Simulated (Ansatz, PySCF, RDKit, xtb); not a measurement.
**SnSi3H10: a search for the lowest isomer**

Task: start from the formula SnSi3H10, draw up candidate structures, narrow them down in stages, and characterise the one that lies lowest at 600 K.

The funnel: GFN2-xTB relaxations, single points with a density functional, relaxations at PBE0-D3(BJ)/def2-SVP, harmonic vibrations, and a last energy at a higher level. All values are calculated.

3 further runs of the same task are left out: 3 set aside as unsound or not needed.

## Step 1: Candidates

All bonding patterns within simple valence rules are listed by program: one Lewis structure each, at most two rings and one unusual centre or charged pair. O–O, O–halogen and N–halogen bonds and N–N–N chains are not drawn. That gives 4 candidates.

| label | SMILES | spin |
| --- | --- | --- |
| c162 | [SiH3][SiH2][SnH2][SiH3] | singlet |
| c327 | [SiH3][SnH]([SiH3])[SiH3] | singlet |
| c397 | [SiH3][SiH]([SiH3])[SnH3] | singlet |
| c441 | [SiH3][SiH2][SiH2][SnH3] | singlet |

Candidates are built by distance geometry, with a force field where one applies, in up to four conformers (letters a to d). 4 starts with atoms placed at random are added, to find patterns that the rules miss.

**Question.** With final energies at CCSD(T)/def2-SVP + MP2/def2-TZVPP - MP2/def2-SVP, which structure will this search put lowest in free energy, and by what margin?

| quantity | value |
| --- | --- |
| lowest structure found | [SiH3][SnH]([SiH3])[SiH3], singlet, C3v |
| next finalist | [SiH3][SiH2][SnH2][SiH3], singlet, 4.5 kcal/mol higher in G |
| share at equilibrium, among the finalists | 97.7 % |
| harmonic wavenumbers, lowest and highest (PBE0-D3(BJ)/def2-SVP) | 65 and 2236 cm⁻¹ |
| rotational constants, same geometry | 0.04917, 0.04913, 0.02903 cm⁻¹ |
| dipole moment (PBE0/def2-SVPD) | 0.02 D |
| HOMO energy (PBE0/def2-SVPD) | -7.63 eV |
| LUMO energy (PBE0/def2-SVPD) | -0.46 eV |
| HOMO–LUMO gap (PBE0/def2-SVPD) | 7.17 eV |
| lowest excitation (TD-B3LYP/def2-SVPD) | 6.05 eV (f = 0.000) |
| lowest triplet excitation, same level, Tamm-Dancoff | 5.35 eV |
| vertical ionisation energy | 9.26 eV |
| vertical electron affinity | -0.76 eV (unbound: the value depends on the basis) |

`[SiH3][SnH]([SiH3])[SiH3]` comes out lowest. The margin of 4.5 kcal/mol over the next finalist is beyond the usual error of the last level; it says nothing of structures that weren't ranked. GFN2-xTB, HF/STO-3G, r2SCAN-D4/def2-SVP, PBE0-D3(BJ)/def2-SVP, HF/def2-SVP and MP2/def2-SVP already put its bonding pattern lowest among the structures in one piece. Spin-orbit coupling, which matters for elements this heavy, is left out. The search is not exhaustive (a finite list of starts, one conformer a finalist), so a lower isomer can't be ruled out. Patterns outside the rules of the enumeration were met only by chance.
